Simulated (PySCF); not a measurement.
**RuOH: relaxation and vibrations of the quartet**

Where does quartet RuOH go from a PBE0 minimum start, is the end point a minimum, and what are its modes, charges and moments?

Computed with PySCF 2.14.0. Level: PBE0, basis Ru def2-TZVP with ECP28, O def2-TZVP, H def2-TZVP, scalar-relativistic core potentials, no spin–orbit coupling, density fitting.

**1. Where the work starts**

3 atoms, charge 0, spin multiplicity 4.

Bond lengths: Ru1–O2 1.672 Å, Ru1–H3 1.590 Å. Angles: O2–Ru1–H3 104.0°.

Z-matrix (Å, degrees; charge 0 multiplicity 4):
```
Ru
O  1 1.6717
H  1 1.5901 2 104.02
```

**2. Finding the electronic state**

The steps below are one call of a driver around PySCF. For each, scf.py gives the equivalent set-up of the SCF; relaxations use the driver's own optimiser. After this first run the driver tries any further starts and a stability analysis.

Contents of scf.py:

```python
from pyscf import gto, scf, dft
mol = gto.M(atom='''
Ru     0.166017     0.000000    -0.147269
O     -1.146798     0.000000     0.887725
H      1.423684     0.000000     0.825671''',
    basis={'Ru': 'def2-TZVP', 'O': 'def2-TZVP', 'H': 'def2-TZVP'},
    ecp={'Ru': 'def2-TZVP'},
    charge=0, spin=3)
mf = dft.UKS(mol, xc='PBE0')
mf.grids.atom_grid = (50, 194)
aux = {'Ru': 'def2-universal-JKFIT', 'O': 'def2-universal-JKFIT', 'H': 'def2-universal-JKFIT'}
mf = mf.density_fit(auxbasis=aux)
mf.conv_tol = 1e-08
mf.diis_space = 10
mf.max_cycle = 60
mf.init_guess = 'minao'
mf.verbose = 4
mf.kernel()
```

Started as:

```sh
> OMP_NUM_THREADS=2 python axn.py task.json out
```

Further steps of the session: Relaxing the quartet from the PBE0 minimum start; Is it a minimum? Harmonic modes.

**Question.** What will these runs give? Wanted: minimum; geometry; wavenumbers; dipole moment; highest occupied, lowest empty level; polar-tensor charge of Ru1; zero-point energy; atomisation energy; ⟨S²⟩.

As calculated:

```
                                          quantity                                      value
                                           minimum                                quartet, Cs
                                          geometry  Ru–H 1.590 Å, Ru–O 1.672 Å; H–Ru–O 104.0°
                                wavenumbers (cm⁻¹)              586 (a'), 983 (a'), 2065 (a')
                                     dipole moment                                     3.46 D
highest occupied, lowest empty level (either spin)                            -6.88, -2.91 eV
                        polar-tensor charge of Ru1                                    +0.95 e
                                 zero-point energy                                21.7 kJ/mol
                               entropy at 298.15 K                            265.2 J/(mol K)
         atomisation energy (no zero-point energy)                                 732 kJ/mol
                                              ⟨S²⟩                                      3.765
```

**Reading.** The molecule stays Cs, as typed, and the end point is a minimum. The strongest infrared band lies at 983 cm⁻¹ (a', stretch). Most of the spin sits on Ru1 (Mulliken spin 2.45, against 3 for the whole molecule). Other starts or spin states, not run here, may lie lower. One determinant may miss the lowest occupation of an open d or f shell.
